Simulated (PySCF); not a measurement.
**[Dy(CH3)2]2+: other functionals and bases at one geometry**

Aim: see how levels, charges and forces of [Dy(CH3)2]2+ depend on the level of theory. The species was built from a template and needn't be a known compound.

The runs use PySCF 2.14.0; several levels, as the steps say, no spin–orbit coupling.

1 further run of the same task is left out (for a known fault of the program).

**1. Starting geometry**

9 atoms, charge 2, spin multiplicity 1.

Bond lengths: Dy1–C2 2.106 Å, Dy1–H3 2.667 Å, Dy1–H4 2.757 Å, Dy1–H5 2.696 Å, Dy1–C6 2.106 Å, Dy1–H7 2.667 Å, Dy1–H8 2.757 Å, Dy1–H9 2.696 Å, C2–H3 1.116 Å, C2–H4 1.113 Å, C2–H5 1.117 Å, C6–H7 1.116 Å, C6–H8 1.113 Å, C6–H9 1.117 Å. Angles: C2–Dy1–H3 23.5°, C2–Dy1–H4 21.6°, C2–Dy1–H5 23.0°, C2–Dy1–C6 96.3°, C2–Dy1–H7 119.3°, C2–Dy1–H8 81.5°, C2–Dy1–H9 89.5°, H3–Dy1–H4 39.1°, H3–Dy1–H5 39.5°, H3–Dy1–C6 119.3°, H3–Dy1–H7 142.6°, H3–Dy1–H8 104.9°, H3–Dy1–H9 108.9°, H4–Dy1–H5 38.4°, H4–Dy1–C6 81.5°, H4–Dy1–H7 104.9°, H4–Dy1–H8 72.3°, H4–Dy1–H9 70.0° and more.

Coordinates:

```
Dy    0.0000    0.0000   -0.2200
C     1.5686   -0.0123    1.1848
H     2.5187    0.1916    0.6352
H     1.4535    0.7291    2.0067
H     1.6419   -1.0215    1.6590
C    -1.5686    0.0123    1.1848
H    -2.5187   -0.1916    0.6352
H    -1.4535   -0.7291    2.0067
H    -1.6419    1.0215    1.6590
```

Formal oxidation states: Dy +4. Each metal's 8 4f electrons lie in its core potential, so multiplicities, spins and levels count the valence alone. An earlier session relaxed this geometry at PBE0, Dy lcecp-2-SVP with ECP54, C def2-SVP, H def2-SVP (singlet, point group C2).

At PBE0 on the finer grid: E = -122.898364 Eh, frontier levels not given, since the 4f levels lie in the core, Mulliken charge on Dy1 +1.47 e, largest force component 0.008 eV/Å. 

Levels to run: TPSS; r2SCAN; PBE0, TZVP. Hardware: 2 threads of AMD EPYC 9R45 (Zen 5), shared host.

**2. TPSS**

Contents of run.py (the lines that set the calculation):

```python
mol = gto.M(atom='''
Dy     0.00000     0.00000    -0.21996
C      1.56859    -0.01227     1.18478
H      2.51865     0.19156     0.63522
H      1.45355     0.72909     2.00673
H      1.64185    -1.02146     1.65898
C     -1.56859     0.01227     1.18478
H     -2.51865    -0.19156     0.63522
H     -1.45355    -0.72909     2.00673
H     -1.64185     1.02146     1.65898''',
    basis={'Dy': 'lcecp-2-SVP', 'C': 'def2-SVP', 'H': 'def2-SVP'},
    ecp={'Dy': 'lcecp-2-SVP'},
    charge=2, spin=0)
mf = dft.RKS(mol, xc='TPSS')
mf.grids.atom_grid = (75, 302)  # f atoms: unpruned, at least (60, 302)
mf = mf.density_fit()  # fitting sets: Dy AutoAux, C def2-universal-JKFIT, H def2-universal-JKFIT
mf.conv_tol = 1e-08; mf.max_cycle = 55
mf.kernel(dm0)  # dm0: the density of the relaxed state
```

Command:

```
> OMP_NUM_THREADS=2 python run.py
```

**3. r2SCAN**

Changes to run.py (the lines that set the calculation) since step 2:

```diff
@@ -13,3 +13,3 @@
     charge=2, spin=0)
-mf = dft.RKS(mol, xc='TPSS')
+mf = dft.RKS(mol, xc='R2SCAN')
 mf.grids.atom_grid = (75, 302)  # f atoms: unpruned, at least (60, 302)
```

**4. PBE0, TZVP**

Basis: Dy lcecp-2-TZVP with ECP54, C def2-TZVP, H def2-TZVP. 

Changes to run.py (the lines that set the calculation) since step 3:

```diff
@@ -10,6 +10,6 @@
 H     -1.64185     1.02146     1.65898''',
-    basis={'Dy': 'lcecp-2-SVP', 'C': 'def2-SVP', 'H': 'def2-SVP'},
-    ecp={'Dy': 'lcecp-2-SVP'},
+    basis={'Dy': 'lcecp-2-TZVP', 'C': 'def2-TZVP', 'H': 'def2-TZVP'},
+    ecp={'Dy': 'lcecp-2-TZVP'},
     charge=2, spin=0)
-mf = dft.RKS(mol, xc='R2SCAN')
+mf = dft.RKS(mol, xc='PBE0')
 mf.grids.atom_grid = (75, 302)  # f atoms: unpruned, at least (60, 302)
@@ -17,2 +17,2 @@
 mf.conv_tol = 1e-08; mf.max_cycle = 55
-mf.kernel(dm0)  # dm0: the density of the relaxed state
+mf.kernel(dm0)  # dm0: free metal ions and neutral atoms
```

Before running it: what results should come out? Wanted: for each run, charge on Dy1; dipole; largest force.

**Answer**, as computed:

| level | state | charge on Dy1 (e) | dipole (D) | largest force (eV/Å) | basis functions | time |
| --- | --- | --- | --- | --- | --- | --- |
| PBE0 (relaxed here) | singlet | 1.47 | 0.11 | 0.01 | 88 | 7.3 s |
| TPSS | singlet | 1.42 | 0.13 | 0.60 | 88 | 5.3 s |
| r2SCAN | singlet | 1.46 | 0.06 | 0.20 | 88 | 4.9 s |
| PBE0, TZVP | singlet | 1.73 | 0.20 | 0.26 | 145 | 7.1 s |

Times are on 2 threads of AMD EPYC 9R45 (Zen 5), shared host; the first row also made further properties. The dipole of a charged species depends on the origin, so these sizes hold for this origin alone.

The largest leftover force, 0.60 eV/Å with TPSS, stands at a geometry relaxed at another level. The Mulliken charge on Dy spans +1.42 to +1.73 e over the levels. With 4f in the core, its levels are missing from HOMO and gap. Total energies of different levels can't be compared. Spin–orbit coupling is left out throughout.
